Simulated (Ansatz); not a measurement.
WF:

```
CELL_PARAMETERS angstrom
1.36589 0.78860 5.06960
-1.36589 0.78860 5.06960
0.00000 -1.57719 5.06960
ATOMIC_POSITIONS crystal
W 0.81412 0.81412 0.81412
F 0.93712 0.93712 0.93712
```

The cell was built by a generator and needn't be a form met in nature.

| Quantity | Value |
| --- | --- |
| Program | Ansatz 0.2.0 |
| Task | relaxation of cell and atoms |
| Functional | revPBE |
| Dispersion | D3(BJ) |
| Potentials or basis | Ansatz PAW |
| Cutoff | 420 eV (not typed: the program's choice for these potentials) |
| k mesh | 11 × 11 × 11 |
| Occupations | fermi-dirac, width 0.05 eV |
| Spin | no spin polarisation |

At the start: volume 16.38 Å³/atom.

Problem. How do energy, volume and symmetry change on relaxing?

Solution. It ends after 9 steps and the volume is 14.44 Å³/atom (-11.8 %); space group R3m (No. 160, to 0.05 Å).

The path:
```
step  energy change (eV)  largest force (eV/Å)  volume (Å³)
   1              0.0000                0.1480        32.76
   2             -0.0399                0.3973        30.77
   3             -0.0585                0.5357        29.50
   4             -0.0657                0.1272        29.30
   5             -0.0672                0.0121        29.01
   6             -0.0672                0.0001        29.05
   7             -0.0639                0.0003        29.05
   8             -0.0644                0.0013        28.88
   9             -0.0641                0.0011        28.88
```

Final structure:
```cif
data_structure
_symmetry_space_group_name_H-M 'P 1'
_symmetry_Int_Tables_number 1
_cell_length_a 4.7770
_cell_length_b 4.7770
_cell_length_c 4.7770
_cell_angle_alpha 33.066
_cell_angle_beta 33.066
_cell_angle_gamma 33.066
_cell_volume 28.88
loop_
_atom_site_label
_atom_site_type_symbol
_atom_site_fract_x
_atom_site_fract_y
_atom_site_fract_z
_atom_site_occupancy
W1 W 0.80527 0.80527 0.80527 1
F1 F 0.94597 0.94597 0.94597 1
```

Caveat: the plane-wave basis is chosen anew once the cell has moved, so the energies of steps on either side of that aren't comparable; the pressure holds a Pulay correction of +0.4 GPa for the finite cutoff; an odd number of electrons without spin polarisation forces a metal; a magnetic or distorted state may lie lower; pairwise dispersion overbinds metals, which lowers pressure and volume; the PAW data sets come from PBE, with cores solved anew for the run's functional, which leaves a small shift of forces and pressure.
